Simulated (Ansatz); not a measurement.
# C₂H₆ClIn: trial inputs and their diagnosis

4 inputs were typed for C₂H₆ClIn. Each is run as it stands; the log then has to tell whether the result can be used.

Computed with Ansatz 0.2.0, Gaussian basis. Level: the settings change from run to run.

### Step 1. The molecule

An earlier PBE0-D4 in a triple-zeta def2 set relaxation fixed the geometry. In takes a core potential in def2 sets; no spin-orbit term is included.

10 atoms, charge 0, spin multiplicity 1.

Atoms are counted from 1 here; the program's logs count them from 0.

Bond lengths: Cl1–C2 1.831 Å, C2–C3 1.503 Å, C2–H5 1.089 Å, C2–H6 1.090 Å, C3–In4 2.192 Å, C3–H7 1.093 Å, C3–H8 1.091 Å, In4–H9 1.728 Å, In4–H10 1.723 Å. Angles: Cl1–C2–C3 110.0°, Cl1–C2–H5 104.3°, Cl1–C2–H6 104.1°, C3–C2–H5 112.6°, C3–C2–H6 115.6°, H5–C2–H6 109.3°, C2–C3–In4 104.7°, C2–C3–H7 109.9°, C2–C3–H8 111.2°, In4–C3–H7 113.1°, In4–C3–H8 109.4°, H7–C3–H8 108.5°, C3–In4–H9 117.3°, C3–In4–H10 119.7°, H9–In4–H10 122.9°.

### Step 2. Try 1

File in.yaml:

```yaml
crystal:
  periodic: [false, false, false]
  atoms:
    - {symbol: Cl, position_ang: [-1.262357, 0.017618, -1.434409]}
    - {symbol: C, position_ang: [-0.699087, -1.040453, -0.104288]}
    - {symbol: C, position_ang: [0.608464, -0.766740, 0.195975]}
    - {symbol: In, position_ang: [0.452693, 1.537204, 0.367927]}
    - {symbol: H, position_ang: [-1.203163, -0.476706, 0.492068]}
    - {symbol: H, position_ang: [-0.788959, -1.979800, -0.747275]}
    - {symbol: H, position_ang: [1.106987, -1.178498, 1.047028]}
    - {symbol: H, position_ang: [1.324552, -0.863166, -0.620845]}
    - {symbol: H, position_ang: [-0.482877, 2.397389, 1.624155]}
    - {symbol: H, position_ang: [1.642198, 2.230130, -0.695239]}
basis:
  gaussian: {orbitals: def2-mTZVP, fitting: {mean_field: cc-pVTZ-jkfit}}
hamiltonian: {xc: {name: r2SCANh}, dispersion: d4}
output: {forces: true}
```

Command:

```console
$ ansatz run in.yaml --threads 4 --pin off --events-out ev --progress --plain --max-ram 10444MiB
```

Output:

```text
Functional definition: r2SCANh
  name "r2SCANh"
  cite "Bursch, Neugebauer, Ehlert & Grimme, J. Chem. Phys. 156, 134105 (2022) doi:10.1063/5.0086040"
  cite "Furness, Kaplan, Ning, Perdew & Sun, J. Phys. Chem. Lett. 11, 8208 (2020) doi:10.1021/acs.jpclett.0c02405"
  cite "Furness, Kaplan, Ning, Perdew & Sun, J. Phys. Chem. Lett. 11, 9248 (2020) doi:10.1021/acs.jpclett.0c03077"
  parent r2scan
  parameter a = 0.1
  parameter k0 = 0.174
  parameter k1 = 0.065
  parameter a1 = 4.9479
  exchange = (1 - a)*r2scan_x(k0 = k0, k1 = k1, a1 = a1) + a*exact_x
  correlation = r2scan_c
Error: <dir> the basis set cc-pVTZ-JKFIT has no functions for In
```

Wall time 0.3 s (4 threads of Arm Neoverse V1, shared host).

What is wrong: Refused before any calculation. The fitting set named has no entry for an element of this molecule. Cure: leave the fitting key out, or name a set that covers all elements and suits the basis. Its coordinates are also moved off the relaxed structure.

### Step 3. Try 2

File in.yaml:

```yaml
crystal:
  periodic: [false, false, false]
  atoms:
    - {symbol: Cl, position_ang: [-1.525365, 0.266032, -1.299820]}
    - {symbol: C, position_ang: [-0.803891, -0.995777, -0.186200]}
    - {symbol: C, position_ang: [0.611188, -0.625763, 0.160337]}
    - {symbol: In, position_ang: [0.611911, 1.564727, 0.238603]}
    - {symbol: H, position_ang: [-1.461525, -0.996233, 0.681525]}
    - {symbol: H, position_ang: [-0.926032, -1.931727, -0.731864]}
    - {symbol: H, position_ang: [0.894654, -1.088973, 1.108324]}
    - {symbol: H, position_ang: [1.306533, -0.961545, -0.610308]}
    - {symbol: H, position_ang: [-0.300911, 2.312163, 1.500706]}
    - {symbol: H, position_ang: [1.593449, 2.457096, -0.861284]}
basis:
  gaussian: {orbitals: def2-TZVP}
magnetization: {spin_polarized: true, initial_magnetization: 2}
hamiltonian: {xc: {name: HF}}
correlation: {method: mp2, frozen_orbitals: {Cl: 9}}
accuracy: high
```

Launched as before.

Output:

```text
Functional definition: HF
  name "HF"
  cite "Fock, Z. Phys. 61, 126 (1930) doi:10.1007/BF01340294"
  parent pbe
  exchange = exact_x
  correlation = 0
Error: "frozen_orbitals" has no count for C
```

It took 0.05 s on 4 threads of Arm Neoverse V1, shared host.

Diagnosis: The program refused the input. Frozen orbitals are typed for one element alone, and the program wants a count for each. It also asks for charge 0 and multiplicity 3, another species or state than the molecule above. Fix: leave frozen_orbitals out, or give every element a count that its core really has, and set charge and spin to those of the species named.

### Step 4. Try 3

File in.yaml:

```yaml
crystal:
  periodic: [false, false, false]
  atoms:
    - {symbol: Cl, position_ang: [-1.067756, 0.159619, -0.779892]}
    - {symbol: C, position_ang: [-0.562724, -0.597466, -0.111720]}
    - {symbol: C, position_ang: [0.427831, -0.375458, 0.112236]}
    - {symbol: In, position_ang: [0.428337, 1.095309, 0.167022]}
    - {symbol: H, position_ang: [-0.876915, -0.697363, 0.477068]}
    - {symbol: H, position_ang: [-0.555619, -1.159036, -0.439118]}
    - {symbol: H, position_ang: [0.626258, -0.762281, 0.664994]}
    - {symbol: H, position_ang: [0.914573, -0.673081, -0.427215]}
    - {symbol: H, position_ang: [-0.180547, 1.618514, 0.900424]}
    - {symbol: H, position_ang: [1.115414, 1.719967, -0.602899]}
basis:
  gaussian: {orbitals: def2-mTZVP}
total_charge: -1
magnetization: {spin_polarized: true, initial_magnetization: 1}
hamiltonian: {xc: {name: HF}}
correlation: {method: rpa}
```

Same command.

Output:

```text
Functional definition: HF
  name "HF"
  cite "Fock, Z. Phys. 61, 126 (1930) doi:10.1007/BF01340294"
  parent pbe
  exchange = exact_x
  correlation = 0
1188 factors; integrals over basis functions are off by at most 4.1e-4 eV
mean field evaluation 1: about -19716.2061 eV, gradient 5.1e1 eV
mean field evaluation 2: about -19716.2237 eV, gradient 5.1e1 eV
mean field evaluation 4: about -19724.7620 eV, gradient 3.5e0 eV
mean field evaluation 8: about -19724.8691 eV, gradient 2.0e-1 eV
mean field evaluation 16: about -19724.8825 eV, gradient 2.0e-6 eV
mean field evaluation 32: about -19724.1194 eV, gradient 3.1e0 eV
mean field -19724.88252377 eV, -724.8760627429 hartree, gradient 2.0e-6 eV, S^2 0.751226; 10 other end points of the search recorded, 0 dependent functions left out
11 core orbitals not correlated: weight in the atoms' cores, before any rotation towards them, 0.999 or more for the frozen orbitals, at most 0.001 for the correlated occupied ones
reference -19724.88252377 eV, -724.8760627429 hartree; 18, 17 occupied and 85, 86 virtual orbitals, 1188 factors
Total energy: -19743.26081217 eV, -725.5514523845 hartree
```

Run time: 4.6 s. Hardware: 4 threads of Arm Neoverse V1, shared host.

**Diagnosis.** It ended without an error, which proves nothing about the input. The geometry is squeezed well below its size. The shortest distance is 0.65 Å (C2–H6), against 1.09 Å in the relaxed molecule. It also asks for charge -1 and multiplicity 2, another species or state than the molecule above. Its energy is no property of the relaxed molecule. To mend it, use the relaxed coordinates, and set charge and spin to those of the species named.

### Step 5. Try 4

File in.yaml:

```yaml
crystal:
  periodic: [false, false, false]
  atoms:
    - {symbol: Cl, position_ang: [-1.271362, 0.270635, -1.499683]}
    - {symbol: C, position_ang: [-0.862061, -1.043056, -0.198088]}
    - {symbol: C, position_ang: [0.496087, -0.561447, 0.074538]}
    - {symbol: In, position_ang: [0.656394, 1.678401, 0.109910]}
    - {symbol: H, position_ang: [-1.481590, -0.963314, 0.898475]}
    - {symbol: H, position_ang: [-1.060880, -1.904812, -0.733699]}
    - {symbol: H, position_ang: [0.944445, -1.074120, 1.484871]}
    - {symbol: H, position_ang: [1.154770, -0.979798, -0.352653]}
    - {symbol: H, position_ang: [-0.601157, 2.474823, 1.464742]}
    - {symbol: H, position_ang: [1.463936, 2.563360, -0.866557]}
basis:
  gaussian: {orbitals: x2c-TZVPPall}
hamiltonian: {xc: {name: HF}}
correlation: {method: mp2, frozen_orbitals: {Cl: 0}}
output: {forces: true}
```

The command is unchanged.

Output:

```text
Functional definition: HF
  name "HF"
  cite "Fock, Z. Phys. 61, 126 (1930) doi:10.1007/BF01340294"
  parent pbe
  exchange = exact_x
  correlation = 0
Error: "frozen_orbitals" has no count for C
```

Wall time 0.1 s (4 threads of Arm Neoverse V1, shared host).

Diagnosis: Refused before any calculation. Frozen orbitals are typed for one element alone, and the program wants a count for each. Its coordinates are also moved off the relaxed structure. To mend it, leave frozen_orbitals out, or give every element a count that its core really has.

### Step 6. Summary

```tsv
try	level	ended	cause	time
1	r2SCANh/def2-mTZVP	refused	the fitting set named has no entry for an element of this molecule	0.3 s
2	MP2/def2-TZVP	refused	frozen orbitals are typed for one element alone, and the program wants a count for each	0.05 s
3	RPA/def2-mTZVP	converged	the geometry is squeezed well below its size	4.6 s
4	MP2/x2c-TZVPPall	refused	frozen orbitals are typed for one element alone, and the program wants a count for each	0.1 s
```

**Reading.** 3 refused, 1 converged. A refusal costs next to no computing time. The dangerous case is the input that converges on a wrong geometry, charge, spin, basis or grid: often only a look at the input shows it.
